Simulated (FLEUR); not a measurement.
# AlSn (P-6m2) in FLEUR: settings compared

The runs below take AlSn through band structure, equation of state, with TPSS, LDA.

All numbers are computed with FLEUR MaX-R8.1 (later development tree); they aren't measurements. Logs are shortened: lines on timing, memory, paths and dates and some standing lists are left out, and cuts for length are marked.

### Step 1. The crystal as given

Symmetry: P-6m2, No. 187, hexagonal system. Conventional cell: a = 4.198 Å, b = 4.198 Å, c = 3.307 Å, α = 90.00°, β = 90.00°, γ = 120.00°. Around Sn (site symmetry -6m2) lie 6 Al at 2.93 Å and 2 Sn at 3.31 Å. Al (site symmetry -6m2) has 6 Sn at 2.93 Å and 2 Al at 3.31 Å as nearest neighbours.

The cell comes from a database or a generator and needn't be the stable form of this composition.

### Step 2. Band structure, TPSS

inp.xml

```xml
<?xml version="1.0" encoding="UTF-8" standalone="no"?>
<fleurInput fleurInputVersion="0.39">
   <comment>
      AlSn                                                                                                
   </comment>
   <calculationSetup>
      <cutoffs Kmax="4.24" Gmax="13.2" GmaxXC="13.2" numbands="0"/>
      <scfLoop itmax="80" minDistance="0.0001" maxIterBroyd="30" imix="Anderson" alpha="0.05" precondParam="0.0" spinf="2.0" sdNocoIR="T"/>
      <coreElectrons ctail="F" frcor="F" kcrel="0" coretail_lmax="0"/>
      <xcFunctional name="LibXC" relativisticCorrections="F">
         <LibXCName exchange="mgga_x_tpss" correlation="mgga_c_tpss"/>
         <AuxGGA exchange="117" correlation="130"/>
      </xcFunctional>
      <magnetism jspins="1"/>
      <soc l_soc="F" theta="0.0" phi="0.0" spav="F"/>
      <expertModes spex="0" secvar="F"/>
      <geometryOptimization l_f="F" forcealpha="1.0" forcemix="BFGS" epsdisp="0.00001" epsforce="0.00001"/>
      <ldaU l_linMix="F" mixParam="0.05" spinf="1.0"/>
   </calculationSetup>
   <cell>
      <bzIntegration valenceElectrons="33.0" mode="hist" fermiSmearingEnergy="0.00183747">
         <kPointListSelection listName="default-1"/>
         <!-- k-points included here -->
         <xi:include xmlns:xi="http://www.w3.org/2001/XInclude" href="kpts.xml"> </xi:include>
      </bzIntegration>
      <!-- symmetry operations included here -->
[... 34 lines left out ...]
         </electronConfig>
         <energyParameters s="3" p="3" d="3" f="4"/>
         <lo type="SCLO" l="0" n="2" eDeriv="0"/>
         <lo type="SCLO" l="1" n="2" eDeriv="0"/>
         <lo type="SCLO" l="2" n="3" eDeriv="2"/>
         <lo type="SCLO" l="3" n="4" eDeriv="2"/>
      </species>
   </atomSpecies>
   <atomGroups>
      <atomGroup species="Tin (Sn)">
         <relPos label="                   1">1.000/3.000 -1.000/3.000 1.000/2.000</relPos>
         <force calculate="T" relaxXYZ="TTT"/>
      </atomGroup>
      <atomGroup species="Aluminum (Al)">
         <relPos label="                   2">.0000000000 .0000000000 .0000000000</relPos>
         <force calculate="T" relaxXYZ="TTT"/>
      </atomGroup>
   </atomGroups>
   <output dos="F" band="F" slice="F">
      <checks vchk="F" cdinf="F"/>
      <bandDOS minEnergy="-.5*Htr" maxEnergy="0.5*Htr" sigma="0.015" storeEVData="T"/>
      <vacuumDOS vacdos="F" integ="F" star="F" nstars="0" locx1="0.0" locy1="0.0" locx2="0.0" locy2="0.0" nstm="0" tworkf="0.0"/>
      <unfoldingBand unfoldBand="F" supercellX="1" supercellY="1" supercellZ="1"/>
      <plotting iplot="0" polar="F">
         <plot TwoD="T" vec1="  1.0  0.0  0.0" vec2="  0.0  1.0  0.0" vec3="  0.0  0.0  1.0" zero="  0.0  0.0  0.0" file="plot"/>
      </plotting>
      <chargeDensitySlicing numkpt="0" minEigenval="0.0" maxEigenval="0.0" nnne="0" pallst="F"/>
      <specialOutput eonly="F"/>
      <moessbauerParams electricFieldGradient="T" isomerShift="T" coreHyperfine="T" valenceHyperfine="T"/>
      <magneticCircularDichroism mcd="F" energyLo="-10.0" energyUp="0.0"/>
   </output>
  <!-- We include the file relax.xml here to enable relaxations (see documentation) -->
  <xi:include xmlns:xi="http://www.w3.org/2001/XInclude" href="relax.xml"> <xi:fallback/> </xi:include>
</fleurInput>
```

crystal.txt

```
AlSn
&input cartesian=F /
4.1981056157  0.0000000000  0.0000000000
-2.0990528078  3.6356661109  0.0000000000
0.0000000000  0.0000000000  3.3068470000
1.8897261246
1.0 1.0 1.0

2
50 0.3333333333  0.6666666667  0.5000000000
13 0.0000000000  0.0000000000  0.0000000000

&kpt div1=7 div2=7 div3=8 gamma=T /
```

inp.xml (bands)

```
<?xml version="1.0" encoding="UTF-8" standalone="no"?>
<fleurInput fleurInputVersion="0.39">
   <comment>
      AlSn                                                                                                
   </comment>
   <calculationSetup>
      <cutoffs Kmax="4.24" Gmax="13.2" GmaxXC="13.2" numbands="0"/>
      <scfLoop itmax="80" minDistance="0.0001" maxIterBroyd="30" imix="Anderson" alpha="0.05" precondParam="0.0" spinf="2.0" sdNocoIR="T"/>
      <coreElectrons ctail="F" frcor="F" kcrel="0" coretail_lmax="0"/>
      <xcFunctional name="LibXC" relativisticCorrections="F">
         <LibXCName exchange="mgga_x_tpss" correlation="mgga_c_tpss"/>
         <AuxGGA exchange="117" correlation="130"/>
      </xcFunctional>
      <magnetism jspins="1"/>
      <soc l_soc="F" theta="0.0" phi="0.0" spav="F"/>
      <expertModes spex="0" secvar="F"/>
      <geometryOptimization l_f="F" forcealpha="1.0" forcemix="BFGS" epsdisp="0.00001" epsforce="0.00001"/>
      <ldaU l_linMix="F" mixParam="0.05" spinf="1.0"/>
   </calculationSetup>
   <cell>
      <bzIntegration valenceElectrons="33.0" mode="hist" fermiSmearingEnergy="0.00183747">
         <kPointListSelection listName="path-1"/>
         <!-- k-points included here -->
         <xi:include xmlns:xi="http://www.w3.org/2001/XInclude" href="kpts.xml"> </xi:include>
      </bzIntegration>
      <!-- symmetry operations included here -->
[... 34 lines left out ...]
         </electronConfig>
         <energyParameters s="3" p="3" d="3" f="4"/>
         <lo type="SCLO" l="0" n="2" eDeriv="0"/>
         <lo type="SCLO" l="1" n="2" eDeriv="0"/>
         <lo type="SCLO" l="2" n="3" eDeriv="2"/>
         <lo type="SCLO" l="3" n="4" eDeriv="2"/>
      </species>
   </atomSpecies>
   <atomGroups>
      <atomGroup species="Tin (Sn)">
         <relPos label="                   1">1.000/3.000 -1.000/3.000 1.000/2.000</relPos>
         <force calculate="T" relaxXYZ="TTT"/>
      </atomGroup>
      <atomGroup species="Aluminum (Al)">
         <relPos label="                   2">.0000000000 .0000000000 .0000000000</relPos>
         <force calculate="T" relaxXYZ="TTT"/>
      </atomGroup>
   </atomGroups>
   <output dos="F" band="T" slice="F">
      <checks vchk="F" cdinf="F"/>
      <bandDOS minEnergy="-.5*Htr" maxEnergy="0.5*Htr" sigma="0.015" storeEVData="T"/>
      <vacuumDOS vacdos="F" integ="F" star="F" nstars="0" locx1="0.0" locy1="0.0" locx2="0.0" locy2="0.0" nstm="0" tworkf="0.0"/>
      <unfoldingBand unfoldBand="F" supercellX="1" supercellY="1" supercellZ="1"/>
      <plotting iplot="0" polar="F">
         <plot TwoD="T" vec1="  1.0  0.0  0.0" vec2="  0.0  1.0  0.0" vec3="  0.0  0.0  1.0" zero="  0.0  0.0  0.0" file="plot"/>
      </plotting>
      <chargeDensitySlicing numkpt="0" minEigenval="0.0" maxEigenval="0.0" nnne="0" pallst="F"/>
      <specialOutput eonly="F"/>
      <moessbauerParams electricFieldGradient="T" isomerShift="T" coreHyperfine="T" valenceHyperfine="T"/>
      <magneticCircularDichroism mcd="F" energyLo="-10.0" energyUp="0.0"/>
   </output>
  <!-- We include the file relax.xml here to enable relaxations (see documentation) -->
  <xi:include xmlns:xi="http://www.w3.org/2001/XInclude" href="relax.xml"> <xi:fallback/> </xi:include>
</fleurInput>
```

Potentials or basis: all-electron, FLAPW.

Launch:

```console
$ inpgen -f crystal.txt -profile fastHighL
$ # inp.xml edited to the form shown
$ fleur_MPI
$ fleur_MPI   # second run, on inp.xml (bands)
```

The program printed:

```text
Welcome to FLEUR        (www.flapw.de)
      MaX-Release 8.1          (www.max-centre.eu)
 func_ids         231         202         231         202
 MetaGGA potential functional detected - V_tau will be computed
 Auxiliary Potential for radial basis: exchange=         117  correlation=         130
The functional 'Tao, Perdew, Staroverov & Scuseria' is an exchange functional, it belongs to the 'MGGA' family and is defined in the reference(s):
[1] J. Tao, J. P. Perdew, V. N. Staroverov, and G. E. Scuseria.,  Phys. Rev. Lett. 91, 146401 (2003)
[2] J. P. Perdew, J. Tao, V. N. Staroverov, and G. E. Scuseria.,  J. Chem. Phys. 120, 6898 (2004)
The functional 'Tao, Perdew, Staroverov & Scuseria' is a correlation functional, it belongs to the 'MGGA' family and is defined in the reference(s):
[1] J. Tao, J. P. Perdew, V. N. Staroverov, and G. E. Scuseria.,  Phys. Rev. Lett. 91, 146401 (2003)
[2] J. P. Perdew, J. Tao, V. N. Staroverov, and G. E. Scuseria.,  J. Chem. Phys. 120, 6898 (2004)
 Using same functional for VXC and EXC

 ========== k-point set info ==========
 Selected k-point list: default-1
 k-point list type: mesh
 7 x 7 x 8
 Number of k points: 40

 ------------Calculation Setup---------------------------
 Number of MPI-tasks      :            1
 Number of PE/node        :            1
 Number of OMP-threads    :            1
 Most efficient MPI parallelization for:
           1           2           4           5           8          10          20          40
 Additional eigenvalue parallelization possible
 Number of basis functions:          534
 Approximate size of matrices (H+S) per k-point:         0.008 GB
 --------------------------------------------------------
The functional 'Hammer, Hansen, and Norskov' is an exchange functional, it belongs to the 'GGA' family and is defined in the reference(s):
[1] B. Hammer, L. B. Hansen, and J. K. Nørskov.,  Phys. Rev. B 59, 7413 (1999)
The functional 'Perdew, Burke & Ernzerhof' is a correlation functional, it belongs to the 'GGA' family and is defined in the reference(s):
[1] J. P. Perdew, K. Burke, and M. Ernzerhof.,  Phys. Rev. Lett. 77, 3865 (1996)
[2] J. P. Perdew, K. Burke, and M. Ernzerhof.,  Phys. Rev. Lett. 78, 1396 (1997)
 Using same functional for VXC and EXC
 Using auxiliary GGA potential for the first iteration of MetaGGA calculation.
 Reset of history
 Reset of history
 Iteration:     1   Distance:      19.46101332 me/bohr^3
The functional 'Hammer, Hansen, and Norskov' is an exchange functional, it belongs to the 'GGA' family and is defined in the reference(s):
[1] B. Hammer, L. B. Hansen, and J. K. Nørskov.,  Phys. Rev. B 59, 7413 (1999)
The functional 'Perdew, Burke & Ernzerhof' is a correlation functional, it belongs to the 'GGA' family and is defined in the reference(s):
[1] J. P. Perdew, K. Burke, and M. Ernzerhof.,  Phys. Rev. Lett. 77, 3865 (1996)
[2] J. P. Perdew, K. Burke, and M. Ernzerhof.,  Phys. Rev. Lett. 78, 1396 (1997)
 Using same functional for VXC and EXC
 Iteration:     2   Distance:      18.47004648 me/bohr^3
The functional 'Hammer, Hansen, and Norskov' is an exchange functional, it belongs to the 'GGA' family and is defined in the reference(s):
[1] B. Hammer, L. B. Hansen, and J. K. Nørskov.,  Phys. Rev. B 59, 7413 (1999)
The functional 'Perdew, Burke & Ernzerhof' is a correlation functional, it belongs to the 'GGA' family and is defined in the reference(s):
[1] J. P. Perdew, K. Burke, and M. Ernzerhof.,  Phys. Rev. Lett. 77, 3865 (1996)
[2] J. P. Perdew, K. Burke, and M. Ernzerhof.,  Phys. Rev. Lett. 78, 1396 (1997)
 Using same functional for VXC and EXC
 Iteration:     3   Distance:      17.53109709 me/bohr^3
The functional 'Hammer, Hansen, and Norskov' is an exchange functional, it belongs to the 'GGA' family and is defined in the reference(s):
[1] B. Hammer, L. B. Hansen, and J. K. Nørskov.,  Phys. Rev. B 59, 7413 (1999)
The functional 'Perdew, Burke & Ernzerhof' is a correlation functional, it belongs to the 'GGA' family and is defined in the reference(s):
[1] J. P. Perdew, K. Burke, and M. Ernzerhof.,  Phys. Rev. Lett. 77, 3865 (1996)
[2] J. P. Perdew, K. Burke, and M. Ernzerhof.,  Phys. Rev. Lett. 78, 1396 (1997)
 Using same functional for VXC and EXC
 Iteration:     4   Distance:       1.36842716 me/bohr^3
The functional 'Hammer, Hansen, and Norskov' is an exchange functional, it belongs to the 'GGA' family and is defined in the reference(s):
[1] B. Hammer, L. B. Hansen, and J. K. Nørskov.,  Phys. Rev. B 59, 7413 (1999)
The functional 'Perdew, Burke & Ernzerhof' is a correlation functional, it belongs to the 'GGA' family and is defined in the reference(s):
[1] J. P. Perdew, K. Burke, and M. Ernzerhof.,  Phys. Rev. Lett. 77, 3865 (1996)
[2] J. P. Perdew, K. Burke, and M. Ernzerhof.,  Phys. Rev. Lett. 78, 1396 (1997)
 Using same functional for VXC and EXC
 Iteration:     5   Distance:       0.56096522 me/bohr^3
The functional 'Hammer, Hansen, and Norskov' is an exchange functional, it belongs to the 'GGA' family and is defined in the reference(s):
[1] B. Hammer, L. B. Hansen, and J. K. Nørskov.,  Phys. Rev. B 59, 7413 (1999)
The functional 'Perdew, Burke & Ernzerhof' is a correlation functional, it belongs to the 'GGA' family and is defined in the reference(s):
[1] J. P. Perdew, K. Burke, and M. Ernzerhof.,  Phys. Rev. Lett. 77, 3865 (1996)
[2] J. P. Perdew, K. Burke, and M. Ernzerhof.,  Phys. Rev. Lett. 78, 1396 (1997)
 Using same functional for VXC and EXC
 Iteration:     6   Distance:       0.29446330 me/bohr^3
The functional 'Hammer, Hansen, and Norskov' is an exchange functional, it belongs to the 'GGA' family and is defined in the reference(s):
[1] B. Hammer, L. B. Hansen, and J. K. Nørskov.,  Phys. Rev. B 59, 7413 (1999)
The functional 'Perdew, Burke & Ernzerhof' is a correlation functional, it belongs to the 'GGA' family and is defined in the reference(s):
[1] J. P. Perdew, K. Burke, and M. Ernzerhof.,  Phys. Rev. Lett. 77, 3865 (1996)
[2] J. P. Perdew, K. Burke, and M. Ernzerhof.,  Phys. Rev. Lett. 78, 1396 (1997)
 Using same functional for VXC and EXC
[... 12 lines left out ...]
[2] J. P. Perdew, K. Burke, and M. Ernzerhof.,  Phys. Rev. Lett. 78, 1396 (1997)
 Using same functional for VXC and EXC
 Iteration:     9   Distance:       0.01031373 me/bohr^3
The functional 'Hammer, Hansen, and Norskov' is an exchange functional, it belongs to the 'GGA' family and is defined in the reference(s):
[1] B. Hammer, L. B. Hansen, and J. K. Nørskov.,  Phys. Rev. B 59, 7413 (1999)
The functional 'Perdew, Burke & Ernzerhof' is a correlation functional, it belongs to the 'GGA' family and is defined in the reference(s):
[1] J. P. Perdew, K. Burke, and M. Ernzerhof.,  Phys. Rev. Lett. 77, 3865 (1996)
[2] J. P. Perdew, K. Burke, and M. Ernzerhof.,  Phys. Rev. Lett. 78, 1396 (1997)
 Using same functional for VXC and EXC
 Iteration:    10   Distance:       0.00179106 me/bohr^3
The functional 'Hammer, Hansen, and Norskov' is an exchange functional, it belongs to the 'GGA' family and is defined in the reference(s):
[1] B. Hammer, L. B. Hansen, and J. K. Nørskov.,  Phys. Rev. B 59, 7413 (1999)
The functional 'Perdew, Burke & Ernzerhof' is a correlation functional, it belongs to the 'GGA' family and is defined in the reference(s):
[1] J. P. Perdew, K. Burke, and M. Ernzerhof.,  Phys. Rev. Lett. 77, 3865 (1996)
[2] J. P. Perdew, K. Burke, and M. Ernzerhof.,  Phys. Rev. Lett. 78, 1396 (1997)
 Using same functional for VXC and EXC
 Iteration:    11   Distance:       0.00157020 me/bohr^3
The functional 'Hammer, Hansen, and Norskov' is an exchange functional, it belongs to the 'GGA' family and is defined in the reference(s):
[1] B. Hammer, L. B. Hansen, and J. K. Nørskov.,  Phys. Rev. B 59, 7413 (1999)
The functional 'Perdew, Burke & Ernzerhof' is a correlation functional, it belongs to the 'GGA' family and is defined in the reference(s):
[1] J. P. Perdew, K. Burke, and M. Ernzerhof.,  Phys. Rev. Lett. 77, 3865 (1996)
[2] J. P. Perdew, K. Burke, and M. Ernzerhof.,  Phys. Rev. Lett. 78, 1396 (1997)
 Using same functional for VXC and EXC
 Iteration:    12   Distance:       0.00050158 me/bohr^3
The functional 'Hammer, Hansen, and Norskov' is an exchange functional, it belongs to the 'GGA' family and is defined in the reference(s):
[1] B. Hammer, L. B. Hansen, and J. K. Nørskov.,  Phys. Rev. B 59, 7413 (1999)
The functional 'Perdew, Burke & Ernzerhof' is a correlation functional, it belongs to the 'GGA' family and is defined in the reference(s):
[1] J. P. Perdew, K. Burke, and M. Ernzerhof.,  Phys. Rev. Lett. 77, 3865 (1996)
[2] J. P. Perdew, K. Burke, and M. Ernzerhof.,  Phys. Rev. Lett. 78, 1396 (1997)
 Using same functional for VXC and EXC
 Iteration:    13   Distance:       0.00003596 me/bohr^3

 ********************************************************************
 Run finished successfully
 Stop message:
   all done
 ********************************************************************
```

Run time: 1.9 min. Hardware: 1 thread of Arm Neoverse V2, shared host; peak memory 0.1 GiB.

What came out:

| Quantity | Value |
| --- | --- |
| Free energy | -174749.1966 eV |
| Band gap along the path | none (metal or under the smearing width) |
| Valence electrons inside the program's atomic spheres | Sn 20.31; Al 9.28 (radii Sn 2.66, Al 2.31 bohr) |

Levels at the corners of the path, in eV from the Fermi level:
| point | band 12 | band 13 | band 14 | band 15 | band 16 | band 17 | band 18 | band 19 | band 20 | band 21 |
| --- | --- | --- | --- | --- | --- | --- | --- | --- | --- | --- |
| Γ | -21.38 | -21.38 | -10.54 | -0.24 | -0.24 | 0.80 | 2.62 | 3.11 | 3.11 | 5.13 |
| M | -21.38 | -21.38 | -8.68 | -6.39 | -1.88 | 0.54 | 4.47 | 6.57 | 7.19 | 8.06 |
| K | -21.38 | -21.38 | -8.25 | -6.36 | -4.06 | 5.08 | 5.54 | 5.87 | 6.06 | 6.08 |
| Γ | -21.38 | -21.38 | -10.54 | -0.24 | -0.24 | 0.80 | 2.62 | 3.11 | 3.11 | 5.13 |
| A | -21.39 | -21.33 | -7.49 | -6.26 | 2.72 | 2.72 | 3.62 | 3.62 | 3.86 | 4.27 |
| L | -21.37 | -21.32 | -5.76 | -4.25 | -3.22 | -2.35 | 1.17 | 2.39 | 3.66 | 3.95 |
| H | -21.38 | -21.32 | -5.39 | -3.64 | -3.13 | -2.57 | -0.94 | 0.10 | 7.73 | 8.14 |
| A | -21.39 | -21.33 | -7.49 | -6.26 | 2.72 | 2.72 | 3.62 | 3.62 | 3.86 | 4.27 |
| L | -21.37 | -21.32 | -5.76 | -4.25 | -3.22 | -2.35 | 1.17 | 2.39 | 3.66 | 3.95 |
| M | -21.38 | -21.38 | -8.68 | -6.39 | -1.88 | 0.54 | 4.47 | 6.57 | 7.19 | 8.06 |
| K | -21.38 | -21.38 | -8.25 | -6.36 | -4.06 | 5.08 | 5.54 | 5.87 | 6.06 | 6.08 |
| H | -21.38 | -21.32 | -5.39 | -3.64 | -3.13 | -2.57 | -0.94 | 0.10 | 7.73 | 8.14 |

Core levels (eV from the Fermi level):
```tsv
atom	levels
1 Sn	1s1/2 -28992.9, 2s1/2 -4372.0, 2p1/2 -4082.9, 2p3/2 -3852.3, 3s1/2 -840.3, 3p1/2 -722.9, 3p3/2 -680.8, 3d3/2 -473.8, 3d5/2 -465.1
2 Al	1s1/2 -1507.1
```

Caveat: the meta-GGA is that of a development version, with a GGA for the radial functions and cores and without core tails; spin-orbit coupling is left out, which moves the levels of the heavy elements.

[end of part 1 of 2]
